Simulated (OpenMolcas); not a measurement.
**C2H3In (SMILES C#[C][InH2]): levels of theory compared**

Aim: a comparison of 6 runs (HF/STO-3G, B2PLYP/def2-SVPD, PBE0/def2-SVPD, TPSS/def2-SVPD, revPBE/def2-SVPD, CCSD(T)/def2-SVPD) of C2H3In. 

Program for the calculation: OpenMolcas 26.06.

### Step 1. The system as given

The species is C2H3In (6 atoms), meant as a singlet with charge 0. As SMILES, `C#[C][InH2]`. The coordinates come from a PBE0-D4/def2-TZVP relaxation.

Bond lengths: C1–C2 1.210 Å, C2–In3 2.097 Å, C1–H4 1.067 Å, In3–H5 1.713 Å, In3–H6 1.713 Å. Angles: C1–C2–In3 180.0°, C2–C1–H4 180.0°, C2–In3–H5 117.0°, C2–In3–H6 117.0°, H5–In3–H6 126.0°.

### Step 2. Energy and gradient at HF/STO-3G (run 1)

test.input reads:

```
* C2H3In Hartree-Fock

&GATEWAY
  BASLIB = $CurrDir
  COORD
  6
  angstrom
  C       -0.186600      -1.928000       0.015100
  C       -0.070400      -0.723400       0.005900
  In       0.131900       1.363900      -0.010600
  H       -0.289000      -2.989600       0.023300
  H        0.673500       2.081500      -1.468800
  H       -0.259400       2.195500       1.435000
  BASIS = STO-3G
  GROUP = NoSym

&SEWARD

&SCF
  THRESHOLDS = 1e-10 1e-07 1e-07 1e-05
  PRORBITALS = 1 1

&ALASKA
```

The basis set STO-3G is read from a file made from the Basis Set Exchange's data (not shown).

Run with:

```console
$ export MOLCAS_MEM=1860
$ pymolcas test.input > test.log
```

Standard output:

```text
--- Start Module: gateway ---
[...]
--- Stop Module: gateway /rc=_RC_ALL_IS_WELL_ ---
[...]
      Basis functions           40
[...]
--- Start Module: scf ---
[...]
       Convergence after  13 Iterations
[...]
::    Total SCF energy                              -5759.3441582779
[...]
      Total spin, S                                     0.0000000000
[...]
      Total electronic charge=   64.000000
      Total            charge=   -0.000000
[...]
      Dipole Moment (debye):
      Origin of the operator (angstrom)=    0.0859    0.8892   -0.0069
                   X=  1.1197E-01               Y=  1.1549E+00               Z= -8.6280E-03           Total=  1.1604E+00
      Quadrupole Moment (debye*angstrom):
[...]
--- Stop Module: scf /rc=_RC_ALL_IS_WELL_ ---
--- Start Module: alaska ---
[...]
 *              Molecular gradients               *
 **************************************************
  Irreducible representation: a
 ------------------------------------------------------------------------------------------
                              X                       Y                       Z
 ------------------------------------------------------------------------------------------
  C1               -8.02857831038484E-03   -8.32619387365234E-02    6.26156321406141E-04
  C2                5.21699861605329E-03    5.43348508670620E-02   -4.02750779637098E-04
  IN3               1.78927320246380E-04    1.84920430295321E-03    1.53571255309681E-06
  H4               -9.10528064667071E-05   -9.81261120681864E-04    9.83480229143491E-06
  H5                1.04877217612089E-02    1.29115756582641E-02   -2.85239290864929E-02
  H6               -7.76401658066428E-03    1.51475690288247E-02    2.82891530298528E-02
 ------------------------------------------------------------------------------------------
--- Stop Module: alaska /rc=_RC_ALL_IS_WELL_ ---
[...]
```

Run time: 2.9 s. Hardware: 1 thread of Arm Neoverse V1, shared host; peak memory 0.37 GiB.

### Step 3. A single-point energy at B2PLYP/def2-SVPD (core potential) (run 2)

mol.input reads:

```
>>> EXPORT MOLCAS_PRINT=2

&GATEWAY
 BASLIB=$CurrDir
 COORD
 6
 angstrom
 C       -0.186600      -1.928000       0.015100
 C       -0.070400      -0.723400       0.005900
 In       0.131900       1.363900      -0.010600
 H       -0.289000      -2.989600       0.023300
 H        0.673500       2.081500      -1.468800
 H       -0.259400       2.195500       1.435000
 BASIS=def2-SVPD
 GROUP=NoSym

&SEWARD
 GRIDINPUT
 Grid=UltraFine
 End of Grid

&SCF
 KSDFT=B2PLYP_SCF
 THRESHOLDS=1e-10 1e-07 1e-07 1e-05
 PRORBITALS=1 1

&MBPT2
 FROZEN=6
```

The basis set def2-SVPD is read from a file made from the Basis Set Exchange's data (not shown).

Run with:

```console
$ export MOLCAS_MEM=1860
$ pymolcas mol.input > mol.log
```

Standard output:

```text
--- Start Module: gateway ---
[...]
--- Stop Module: gateway /rc=_RC_ALL_IS_WELL_ ---
[...]
      Basis functions           96
[...]
--- Start Module: scf ---
[...]
       Convergence after  12 Iterations
[...]
::    Total KS-DFT energy                            -267.5069700112
[...]
      Total spin, S                                     0.0000000000
[...]
      Total electronic charge=   36.000000
      Total            charge=   -0.000000
[...]
      Dipole Moment (debye):
      Origin of the operator (angstrom)=    0.0859    0.8892   -0.0069
                   X=  2.4841E-02               Y=  2.5313E-01               Z= -1.6428E-03           Total=  2.5436E-01
      Quadrupole Moment (debye*angstrom):
[...]
--- Stop Module: scf /rc=_RC_ALL_IS_WELL_ ---
[...]
--- Start Module: mbpt2 ---
[...]
 ###    WARNING: MP2 implementation intended for RHF references only         ###
 ###############################################################################
MBPT2 WARNING: Reference function according to RunFile:KS-DFT
I'll assume you know what you're doing and continue
WARNING!
Default frozen orbitals as non valence orbitals is overwritten by user input.
Default values:   2
[...]
       Reference weight ( Cref**2 )         =        0.79209
::    Total MBPT2 energy                             -267.9630022634
[...]
      Total MBPT2 calculations                           0.36      0.42
--- Stop Module: mbpt2 /rc=_RC_ALL_IS_WELL_ ---
[...]
```

It took 25 s on 1 thread of Arm Neoverse V1, shared host; peak memory 0.53 GiB.

Runs 3 to 5 aren't shown in full; the table further down has their settings and results.

### Step 4. The energy at CCSD(T)/def2-SVPD (Cholesky decomposition, core potential) (run 6)

geom.xyz reads:

```xyz
6

C     -0.186600    -1.928000     0.015100
C     -0.070400    -0.723400     0.005900
In     0.131900     1.363900    -0.010600
H     -0.289000    -2.989600     0.023300
H      0.673500     2.081500    -1.468800
H     -0.259400     2.195500     1.435000
```

mol.inp reads:

```
&GATEWAY
  BasLib=$CurrDir
  Coord=geom.xyz
  Basis=def2-SVPD
  Group=NoSym

&SEWARD
  High

&SCF
  Thresholds=1e-10 1e-07 1e-07 1e-05
  PrOrbitals=1 2

&CHCC
  Frozen=6
  Threshold=1e-08
  MaxIterations=80

&CHT3
  Frozen=6
```

The basis set def2-SVPD is read from a file made from the Basis Set Exchange's data (not shown).

Run with:

```console
$ export MOLCAS_MEM=1860
$ pymolcas mol.inp > mol.log
```

Standard output:

```text
--- Start Module: gateway ---
[...]
--- Stop Module: gateway /rc=_RC_ALL_IS_WELL_ ---
[...]
      Basis functions           96
[...]
       Convergence after  13 Iterations
[...]
::    Total SCF energy                               -266.5384744207
[...]
      Total spin, S                                     0.0000000000
[...]
      Total electronic charge=   36.000000
      Total            charge=   -0.000000
[...]
      Dipole Moment (debye):
      Origin of the operator (angstrom)=    0.0859    0.8892   -0.0069
                   X=  2.2626E-02               Y=  2.3017E-01               Z= -1.4141E-03           Total=  2.3128E-01
      Quadrupole Moment (debye*angstrom):
[...]
--- Start Module: chcc ---
[...]
--- Stop Module: chcc /rc=_RC_ALL_IS_WELL_ ---
[...]
--- Start Module: cht3 ---
[...]
--- Stop Module: cht3 /rc=_RC_ALL_IS_WELL_ ---
[...]
```

Run time: 5.8 min. Hardware: 1 thread of Arm Neoverse V1, shared host; peak memory 0.16 GiB.

### Step 5. All runs side by side

| run | level | task | frozen core orbitals | energy (Eh) | dipole moment (D) of the reference | HOMO energy (eV) | LUMO energy (eV) | wall time |
| --- | --- | --- | --- | --- | --- | --- | --- | --- |
| 1 | HF/STO-3G | gradient | – | -5759.344158 | 1.16 | -7.77 | 5.25 | 2.9 s |
| 2 | B2PLYP/def2-SVPD (core potential) | energy | 6 | -267.630099 | 0.25 | -8.76 | -1.07 | 25 s |
| 3 | PBE0/def2-SVPD (core potential) | gradient | – | -267.884040 | 0.25 | -7.80 | -2.01 | 34 s |
| 4 | TPSS/def2-SVPD (core potential) | gradient | – | -267.927786 | 0.15 | -6.65 | -2.57 | 51 s |
| 5 | revPBE/def2-SVPD (core potential) | gradient | – | -268.015918 | 0.17 | -6.57 | -2.65 | 37 s |
| 6 | CCSD(T)/def2-SVPD (Cholesky decomposition, core potential) | energy | 6 | -266.942160 | 0.23 | -10.46 | 0.60 | 5.8 min |

### Step 6. What came out

```
                                          quantity          value
                               run 6: total energy  -266.94216 Eh
         run 6: dipole moment (mean-field density)         0.23 D
        run 6: HOMO energy (Hartree–Fock orbitals)      -10.46 eV
        run 6: LUMO energy (Hartree–Fock orbitals)        0.60 eV
      run 6: HOMO–LUMO gap (Hartree–Fock orbitals)       11.06 eV
run 6: correlation energy (6 core orbitals frozen)     -403.7 mEh
                             run 6: (T) correction     -17.22 mEh
```

What this shows: Over runs 1, 2, 3, 4, 5 the dipole moment (its size) runs from 0.15 D (TPSS/def2-SVPD) to 1.16 D (HF/STO-3G). The two ends differ in method and basis and core potential. Over runs 1, 2, 3, 4, 5 the HOMO–LUMO gap runs from 3.92 eV (revPBE/def2-SVPD) to 13.02 eV (HF/STO-3G). For B2PLYP the log adds the whole second-order term; the table takes 0.27 of it, as the functional is defined. Totals of different functionals can't be ranked against each other. Some runs of one species differ in core potentials or relativity; totals across that change don't compare. In run 1 the basis is minimal, so the values are rough. In run 1 relativity is left out where basis or elements ask for it. All runs together took 8.3 min, the longest 5.8 min.
